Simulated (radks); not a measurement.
# Nb³⁺ in [Ar] 3d10 4s2 4p5.75 4d2.25: an all-electron calculation

What are the levels of the niobium ion Nb3+, how large are its shells, and how does its energy divide?

The numbers are computed with radks (a radial shooting solver on a logarithmic mesh, Libxc functionals) version 1 (Dirac Kohn-Sham, LDA (Slater exchange, Perdew-Wang correlation), spin-unpolarised, spherical densities, point nucleus; open shells fill j = l - 1/2 first), except any that are marked as measured or tabulated.

### 1 The system

* element: niobium (Z = 41)
* charge: +3
* electrons: 38
* configuration: [Ar] 3d10 4s2 4p5.75 4d2.25

### 2 The calculation

Input:

```text
Z 41
configuration [Ar] 3d10 4s2 4p5.75 4d2.25 5s0 5p0 4f0 5d0
relativity Dirac
functional lda,pw
spin unpolarised
j_filling energy
nucleus point
c 137.035999084
```

Command:

```
python run_ks.py task.json out
```

The same process makes all the runs of this session.

**Question.** What will this run give?

**Answer**, as computed:

| quantity | value |
| --- | --- |
| total energy | -3814.05498 hartree |
| exchange-correlation share of it | 2.98 % |
| −T/E | 1.0349 |
| highest occupied level | 4d3/2, -31.200 eV |
| most extended occupied level | 4d3/2, <r> = 1.70 bohr |
| radius at density 0.001 e/bohr³ | 3.31 bohr |
| maxima of the radial density | 3 |

**Reading.** 4 principal shells are occupied and 3 maxima appear in the radial density; where shells overlap, one shows as a shoulder or not at all. −T/E is 1.035: with relativity the kinetic term as defined here no longer equals −E. This is not the tabulated ground configuration, so its levels and sizes aren't those of the ground state, and no measured value stands beside it.
